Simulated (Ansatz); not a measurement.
Set up this calculation in Ansatz 0.2.0, as the native input.

```
Task                : relaxation of cell and atoms
Functional          : revPBE
Potentials or basis : Ansatz PAW
Cutoff              : 420 eV (not typed: the program's choice for these potentials)
k mesh              : 7 × 7 × 8
Occupations         : fermi-dirac, width 0.05 eV
Spin                : no spin polarisation
```

The system is AlSn.

```xyz
2
Lattice="4.1981 0.0000 0.0000 -2.0991 3.6357 0.0000 0.0000 0.0000 3.3068" Properties=species:S:1:pos:R:3 pbc="T T T"
Sn    0.0000    2.4238    1.6534
Al    0.0000    0.0000    0.0000
```

The cell comes from a database or a generator and needn't be the stable form of this composition.

One way to write it, as run:

input.yaml

```yaml
crystal:
  lattice:
    - [4.1981056157, 0.0, 0.0]
    - [-2.0990528078, 3.6356661109, 0.0]
    - [0.0, 0.0, 3.306847]
  atoms:
    - { symbol: Sn, position: [0.3333333333, 0.6666666667, 0.5] }
    - { symbol: Al, position: [0.0, 0.0, 0.0] }
hamiltonian:
  xc: revpbe
  pseudopotentials: { kind: paw }
kpoints:
  mp_grid: { grid: [7, 7, 8] }
scf:
  occupations: { method: fermi_dirac, width: 0.05 }
output:
  forces: true
  stress: true
  eigenvalues: true
relax:
  f_tol: 0.01
  max_steps: 40
  cell: { stress_tol: 0.05 }
```

Potentials or basis: Ansatz PAW.

Command:

```sh
$ ansatz run input.yaml --threads 2 --pin off --max-ram 5632MiB --backend cpu --events-out ev --progress --plain --runs-dir out
```

Results of the run:

- Relaxed volume: 25.83 Å³/atom
- Relaxed cell: a = 4.231 Å, b = 4.231 Å, c = 3.332 Å, α = 90.00°, β = 90.00°, γ = 120.00°
- Space group after relaxing (to 0.05 Å): P-6m2 (No. 187)
- Energy gained by relaxing: 2.1 meV/atom
- Ionic steps: 4
- Pressure after relaxing: 0.0 GPa
- Band gap on the k mesh: none (metal or under the smearing width)

Caveat: the plane-wave basis is chosen anew once the cell has moved, so the energies of steps on either side of that aren't comparable; the PAW data sets come from PBE, with cores solved anew for the run's functional, which leaves a small shift of forces and pressure.

Run time: 5.8 s on 2 threads of Arm Neoverse V2, with other jobs on the host, peak memory 0.33 GiB.
